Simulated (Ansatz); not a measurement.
# ZnPt, space group P4/mmm: an equation of state with a fit

Computed with the Ansatz DFT code, driven from Python.

The cells in order, each with its output:

In [1]:
```python
import warnings

import ansatz as az
import numpy as np
from pymatgen.analysis.eos import EOS
```

In [2]:
```python
VECTORS = np.array([
    [2.864, 0.0, 0.0],
    [0.0, 2.864, 0.0],
    [0.0, 0.0, 3.51],
])
SITES = [
    ('Zn', [0.5, 0.5, 0.5]),
    ('Pt', [0.0, 0.0, 0.0]),
]


def build(cell):
    crystal = az.Crystal(lattice=az.Lattice.of(cell))
    for symbol, position in SITES:
        crystal = crystal.atom(symbol, position)
    return crystal
```

In [3]:
```python
warnings.simplefilter('ignore', az.DeckWarning)
```

In [4]:
```python
# scale the volume, keep shape and fractions
volumes, energies = [], []
for scale in np.linspace(0.95, 1.07, 5):
    cell = VECTORS * scale ** (1 / 3)
    setup = build(cell).calculation()
    setup = setup.occupations(az.OccupationsMethod.COLD, width=0.05)
    setup = setup.functional('r2scan')
    setup = setup.basis(600)
    setup = setup.kpoints(10, 10, 8)
    summary = setup.run(threads=1, backend='cpu').report
    volumes.append(abs(np.linalg.det(cell)) / len(SITES))
    energies.append(summary['free_energy_ev'] / len(SITES))
    print(f'V = {volumes[-1]:8.4f} A^3/atom  F = {energies[-1]:.5f} eV/atom')

for form in ['vinet', 'birch_murnaghan']:
    fit = EOS(eos_name=form).fit(volumes, energies)
    print(f'{form:18s} V0 {fit.v0:8.4f} A^3/atom  B0 {fit.b0_GPa:7.1f} GPa  B1 {fit.b1:5.2f}')
```
```text
V =  13.6756 A^3/atom  F = -7931.85062 eV/atom
V =  14.1075 A^3/atom  F = -7931.86119 eV/atom
V =  14.5393 A^3/atom  F = -7931.85511 eV/atom
V =  14.9712 A^3/atom  F = -7931.83522 eV/atom
V =  15.4031 A^3/atom  F = -7931.80389 eV/atom
vinet              V0  14.1529 A^3/atom  B0   198.0 GPa  B1  5.09
birch_murnaghan    V0  14.1527 A^3/atom  B0   198.0 GPa  B1  5.14
```

A third-order Birch-Murnaghan fit through the 5 points has its minimum at 14.15 Å³ an atom, 1.7 % below the typed cell, with a bulk modulus of 198 GPa and dB/dP = 5.1. From that minimum the energy rises by 10.7 meV an atom on the compressed side and 57.4 meV on the expanded side.

What to keep in mind:
- Total energies depend on the potentials; only differences at equal settings carry meaning.
- Shape and fractional positions are held along the curve, so the bulk modulus is an upper value where they are free to relax.
- The mesh is modest for a metal, so energies can be off by several to tens of meV an atom and pressures by half a GPa or more; differences at equal mesh fare better.
- Spin-orbit coupling, which matters for elements this heavy, is left out.
- The structure is a deposited one; some such entries were measured under pressure or heat, so a shift against it needn't be the functional's error alone.
- Wall time of the script: 37 s on 1 thread of Arm Neoverse V2 (shared host), peak memory 0.58 GiB.
